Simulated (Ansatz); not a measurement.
Geometry optimisation, DFT PBEsol, scalar-relativistic, plane waves, PAW in Ansatz 0.2.0.

The input (input.yaml):

```yaml
crystal:
  lattice:
    - [0.0, 5.43, 5.43]
    - [5.43, 0.0, 5.43]
    - [5.43, 5.43, 0.0]
  atoms:
    - { symbol: Si, position: [0.0, 0.0, 0.0] }
    - { symbol: Si, position: [0.125, 0.125, 0.125] }
    - { symbol: Si, position: [0.0, 0.0, 0.5] }
    - { symbol: Si, position: [0.125, 0.125, 0.625] }
    - { symbol: Si, position: [0.0, 0.5, 0.0] }
    - { symbol: Si, position: [0.125, 0.625, 0.125] }
    - { symbol: Si, position: [0.0, 0.5, 0.5] }
    - { symbol: Si, position: [0.125, 0.625, 0.625] }
    - { symbol: Si, position: [0.5, 0.0, 0.0] }
    - { symbol: Si, position: [0.625, 0.125, 0.125] }
    - { symbol: Si, position: [0.5, 0.0, 0.5] }
    - { symbol: Si, position: [0.625, 0.125, 0.625] }
    - { symbol: Si, position: [0.5, 0.5, 0.0] }
    - { symbol: Si, position: [0.625, 0.625, 0.125] }
    - { symbol: Si, position: [0.5, 0.5, 0.5] }
    - { symbol: Si, position: [0.625, 0.625, 0.625] }
    - { symbol: Ti, position: [0.37182346, 0.38680787, 0.37393751] }
basis:
  ecutwfc: 420.0
kpoints:
  mp_grid: { grid: [2, 2, 2] }
hamiltonian:
  xc: pbesol
  pseudopotentials: { kind: paw, azcp: { folder: soft_1 } }
scf:
  occupations: { method: gaussian, width: 0.05 }
  lower_state_search: "off"
relax:
  f_tol: 0.03
  max_steps: 60
  adjacent_minimum: "off"
```

Launched with:

```bash
$ ansatz run input.yaml --threads 1 --pin off --max-ram 3072MiB --backend cpu --events-out ev --progress --plain --runs-dir out
```

Problem. Where does it end, and by what steps?

Solution. The run converged. Limits of this set-up: coarse k mesh, PAW files made for another functional, a small cell, in which the defect meets its images. After 3 steps the energy has fallen by 0.396 eV; Si15 moved furthest, 0.08 Å.

```json
{"step": "0", "energy less start (eV)": "0.0000", "largest force component (eV/Å)": "1.278", "accepted": "yes"}
{"step": "1", "energy less start (eV)": "-0.3693", "largest force component (eV/Å)": "0.357", "accepted": "yes"}
{"step": "2", "energy less start (eV)": "-0.3951", "largest force component (eV/Å)": "0.036", "accepted": "yes"}
{"step": "3", "energy less start (eV)": "-0.3957", "largest force component (eV/Å)": "0.004", "accepted": "yes"}
```

```xyz
17
Lattice="0.0000 5.4300 5.4300 5.4300 0.0000 5.4300 5.4300 5.4300 0.0000" Properties=species:S:1:pos:R:3
Si 0.020 0.016 0.019
Si 1.361 1.357 1.360
Si 2.702 2.698 0.019
Si 4.077 4.071 1.328
Si 2.702 0.016 2.701
Si 4.076 1.324 4.076
Si 5.477 2.670 2.674
Si 6.823 4.071 4.075
Si 0.020 2.698 2.701
Si 1.328 4.071 4.076
Si 2.676 5.472 2.675
Si 4.076 6.819 4.075
Si 2.675 2.670 5.476
Si 4.075 4.071 6.823
Si 5.476 5.472 5.475
Si 6.791 6.784 6.791
Ti 4.076 4.070 4.075
```

Whether the end is a true minimum wasn't checked by a vibrational analysis.

The run took 29 s on 1 thread of Arm Neoverse V1 (shared host), peak memory 0.55 GiB.
